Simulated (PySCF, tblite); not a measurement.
# C6H9BN2: geometry, infrared bands and NMR shifts

Wanted: the infrared bands and NMR shifts of C6H9BN2 (`C#C[BH2-][NH2+]C/C=C/C#N`), by calculation.

Computed with tblite 0.8.0 and PySCF 2.14.0, with density-fitted response routines of our own, on a single molecule in the gas phase. Atoms count from 0, in the outputs and in this text.

### 1 Starting geometry

18 atoms, charge 0, multiplicity 1; geometry from: force field or distance geometry start.

Bonds of the start (Å): C0–C1 1.21, C1–B2 1.55, B2–N3 1.50, N3–C4 1.44, C4–C5 1.50, C5–C6 1.33, C6–C7 1.46, C7–N8 1.17, C0–H9 1.08, B2–H10 1.20, B2–H11 1.21, N3–H12 1.05, N3–H13 1.07, C4–H14 1.12, C4–H15 1.11, C5–H16 1.08, C6–H17 1.07.

### 2 Relaxing the molecule with GFN2-xTB

What the job is given:

```
{"job": {"kind": "relax", "xc": "GFN2-xTB", "basis": "xTB"}, "charge": 0, "multiplicity": 1}
C     -3.116900     0.797100     0.488000
C     -2.566000    -0.041200    -0.192000
B     -1.846400    -1.114600    -1.051000
N     -0.391500    -1.131200    -0.706200
C      0.086100    -0.003300     0.041800
C      1.381700    -0.416900     0.668300
C      2.524900     0.212600     0.400500
C      3.718800    -0.276900     1.084000
N      4.678000    -0.697600     1.615700
H     -3.625900     1.555400     1.069900
H     -2.022500    -0.905100    -2.217600
H     -2.394800    -2.160400    -0.781900
H      0.217000    -1.224500    -1.553000
H     -0.187000    -2.030800    -0.163800
H     -0.634300     0.271100     0.853200
H      0.272400     0.849000    -0.641000
H      1.324100    -1.247200     1.355300
H      2.573700     1.041200    -0.282000
```

The run is started by

```console
$ OMP_NUM_THREADS=1 python probes_run.py task.json out
```

This one command runs all jobs of the session in turn.

**Question.** This job is followed by: GFN2-xTB harmonic vibrations, gas phase; GIAO PBE0/pcSseg-1 NMR shielding, non-relativistic, gas phase. Predict these results of the whole session: strongest single infrared mode (GFN2-xTB); zero-point energy (GFN2-xTB); 13C shifts against TMS (PBE0/pcSseg-1); 1H shifts against TMS (PBE0/pcSseg-1, means over atoms taken as alike); 11B shifts against BF3·OEt2 (PBE0/pcSseg-1); 15N shifts against NH3 (PBE0/pcSseg-1).

As calculated:

| quantity | value |
| --- | --- |
| strongest single infrared mode (GFN2-xTB) | 2428 cm⁻¹, 266 km/mol |
| zero-point energy (GFN2-xTB) | 86.0 kcal/mol |
| 13C shifts against TMS (PBE0/pcSseg-1) | 160.4, 121.1, 110.4, 101.4, 96.3, 50.8 ppm |
| 1H shifts against TMS (PBE0/pcSseg-1, means over atoms taken as alike) | 6.63, 5.59, 4.24, 2.81, 2.50, 1.91 ppm |
| 11B shifts against BF3·OEt2 (PBE0/pcSseg-1) | -24.1 ppm |
| 15N shifts against NH3 (PBE0/pcSseg-1) | 324.4, 66.5 ppm |

**Reading.** Relaxing lowered the energy by 0.734 eV in 111 steps; the close pair that moved most is B2–N3, from 1.495 to 1.661 Å. All 48 modes are real, so the xTB geometry is a minimum. The strongest single mode, at 2428 cm⁻¹, moves mainly H11. Unscaled tight-binding wavenumbers are off by several per cent, some by more. Its intensities can rank the bands wrongly. At PBE0/pcSseg-1: The widest tensor belongs to N8: span 440 ppm, with a paramagnetic part of -395 ppm.
